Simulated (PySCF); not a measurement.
**How the numerical set-up moves the result for GaI**

The method stays; parts of the set-up, such as the basis or the Hamiltonian, are changed.

Computed with PySCF 2.14.0. Level: each script names its method and basis.

4 further runs of the same task are left out: 1 for a known fault of the program, 3 that didn't finish.

## 1. The starting structure

GaI: 2 atoms, charge 0, spin multiplicity 1.

Bond lengths: Ga1–I2 2.641 Å.

## 2. Base script

Input file input.py:

```python
from pyscf import gto, scf, mcscf

mol = gto.M(
    atom='Ga 0 0 0; I 0 0 2.641',
    basis='lanl2dz',
    ecp={'Ga': 'lanl2dz', 'I': 'lanl2dz'},
    charge=0,
    spin=0,
    verbose=4,
)
mf = scf.RHF(mol)
mf.kernel()
mc = mcscf.CASCI(mf, 2, 2)
mc.kernel()
mc.analyze()
mf.dip_moment()
print('orbital energies (hartree):', mf.mo_energy[..., max(0, mol.nelec[1]-3):mol.nelec[0]+3].round(4))
```

Command:

```bash
OMP_NUM_THREADS=1 python input.py
```

Its log is not repeated here.

It gives: E(SCF) = -13.189362 Eh, 8 cycles, E(CAS) − E(SCF) = -0.00119 Eh, μ = 4.15 D (of the SCF density).

The bond length is a typed value, not an optimised one.

## 3. Density fitting auto

Variant 1 changes density fitting: none → auto.

Input file input.py:

```python
from pyscf import gto, scf, mcscf

mol = gto.M(
    atom='Ga 0 0 0; I 0 0 2.641',
    basis='lanl2dz',
    ecp={'Ga': 'lanl2dz', 'I': 'lanl2dz'},
    charge=0,
    spin=0,
    verbose=4,
)
mf = scf.RHF(mol)
mf = mf.density_fit()
mf.kernel()
mc = mcscf.CASCI(mf, 2, 2)
mc.kernel()
mc.analyze()
mf.dip_moment()
print('orbital energies (hartree):', mf.mo_energy[..., max(0, mol.nelec[1]-3):mol.nelec[0]+3].round(4))
```

Command:

```bash
OMP_NUM_THREADS=1 python input.py
```

## 4. Cartesian functions on

Variant 2 changes Cartesian functions: off → on.

Changes to input.py since step 2:

```diff
@@ -8,2 +8,3 @@
     spin=0,
+    cart=True,
     verbose=4,
```

Q: Predict the outcome of this session. Wanted: for each run, E(SCF); from base; gap; SCF dipole; after the SCF.

The runs gave:

```
                   run  E(SCF) (hartree)  from base (eV)  cycles  gap (eV)  SCF dipole (D)  functions                after the SCF
                  base        -13.189362               0       8      9.23            4.15         16  CASCI correlation -0.032 eV
  density fitting auto        -13.190511         -0.0313       8      9.24            4.15         16  CASCI correlation -0.032 eV
Cartesian functions on        -13.189362          0.0000       8      9.23            4.15         16  CASCI correlation -0.032 eV
```

In words: With Cartesian functions on the SCF ends at the base energy. The basis has no d shells, so the Cartesian switch can't act.
